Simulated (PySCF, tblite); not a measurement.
# C8H13OP: infrared bands and NMR shifts

What infrared bands and NMR shifts should C8H13OP (`O=C1CCP(C2CC2)CC1`) show?

The runs use tblite 0.8.0 and PySCF 2.14.0, with density-fitted response routines of our own; the level of theory stands in each step. All values are computed, except where a source is named. Atoms count from 0, in the outputs and in this text.

## (1) The molecule as given

23 atoms, charge 0, multiplicity 1; geometry from: GFN2-xTB.

Bonds of the start (Å): O0–C1 1.21, C1–C2 1.51, C2–C3 1.53, C3–P4 1.86, P4–C5 1.83, C5–C6 1.50, C6–C7 1.49, P4–C8 1.86, C8–C9 1.53, C9–C1 1.51, C7–C5 1.50, C2–H10 1.09, C2–H11 1.09, C3–H12 1.09, C3–H13 1.09, C5–H14 1.09, C6–H15 1.08, C6–H16 1.08, C7–H17 1.08, C7–H18 1.08, C8–H19 1.09, C8–H20 1.09, C9–H21 1.09, C9–H22 1.09.

## (2) Vibrational analysis with GFN2-xTB

The job: settings as JSON, then the geometry in Å.

```
{"job": {"kind": "ir", "xc": "GFN2-xTB", "basis": "xTB"}, "charge": 0, "multiplicity": 1}
O     -3.666597     0.437410     0.862024
C     -2.730879     0.114003     0.174938
C     -2.085977     1.062238    -0.811740
C     -0.609225     1.289272    -0.480394
P      0.329460    -0.306552    -0.671616
C      1.806780     0.126776     0.325968
C      3.017085    -0.757434     0.216815
C      3.034737     0.600594    -0.399193
C     -0.639584    -1.196049     0.645685
C     -2.114702    -1.265899     0.243868
H     -2.169712     0.633092    -1.814044
H     -2.630426     2.009588    -0.790942
H     -0.502434     1.665785     0.541631
H     -0.188050     2.031352    -1.163127
H      1.598928     0.569181     1.296103
H      2.963907    -1.610266    -0.444107
H      3.603207    -0.931809     1.106757
H      3.632836     1.372409     0.061505
H      2.993226     0.666268    -1.476665
H     -0.530234    -0.678485     1.603841
H     -0.239814    -2.206991     0.756890
H     -2.199501    -1.735327    -0.740217
H     -2.677782    -1.862171     0.966100
```

**Question.** This job is followed by: GIAO PBE0/pcSseg-1 NMR shielding, non-relativistic, gas phase. What will the session give for the following? strongest single infrared mode (GFN2-xTB); zero-point energy (GFN2-xTB); 13C shifts against TMS (PBE0/pcSseg-1, means over atoms taken as alike); 1H shifts against TMS (PBE0/pcSseg-1, means over atoms taken as alike); 17O shifts against H2O (PBE0/pcSseg-1); 31P shifts against H3PO4 (PBE0/pcSseg-1).

**Answer**, as computed:

```
                                                               quantity                             value
                              strongest single infrared mode (GFN2-xTB)             1773 cm⁻¹, 385 km/mol
                                           zero-point energy (GFN2-xTB)                    119.9 kcal/mol
13C shifts against TMS (PBE0/pcSseg-1, means over atoms taken as alike)  214.4, 43.0, 34.5, 14.6, 5.0 ppm
 1H shifts against TMS (PBE0/pcSseg-1, means over atoms taken as alike)  2.51, 2.02, 0.74, 0.38, 0.29 ppm
                                 17O shifts against H2O (PBE0/pcSseg-1)                         685.4 ppm
                               31P shifts against H3PO4 (PBE0/pcSseg-1)                         -47.7 ppm
```

What this shows: No mode is imaginary among the 63: a minimum at this level. The strongest single mode, at 1773 cm⁻¹, moves mainly C1 and O0. Unscaled tight-binding wavenumbers are off by several per cent, some by more. Its intensities can rank the bands wrongly. C1 (ketone carbonyl carbon) lies farthest downfield among carbon, at 214.4 ppm; the double bond to the heteroatom, with no lone-pair donor beside it, deshields it most. The most deshielded hydrogen is H10, H11, H21, H22 (mean) (hydrogen on an sp3 CH2 α to a carbonyl), at 2.51 ppm: α to C=O. At PBE0/pcSseg-1: The widest tensor belongs to O0: span 1239 ppm, with a paramagnetic part of -743 ppm.
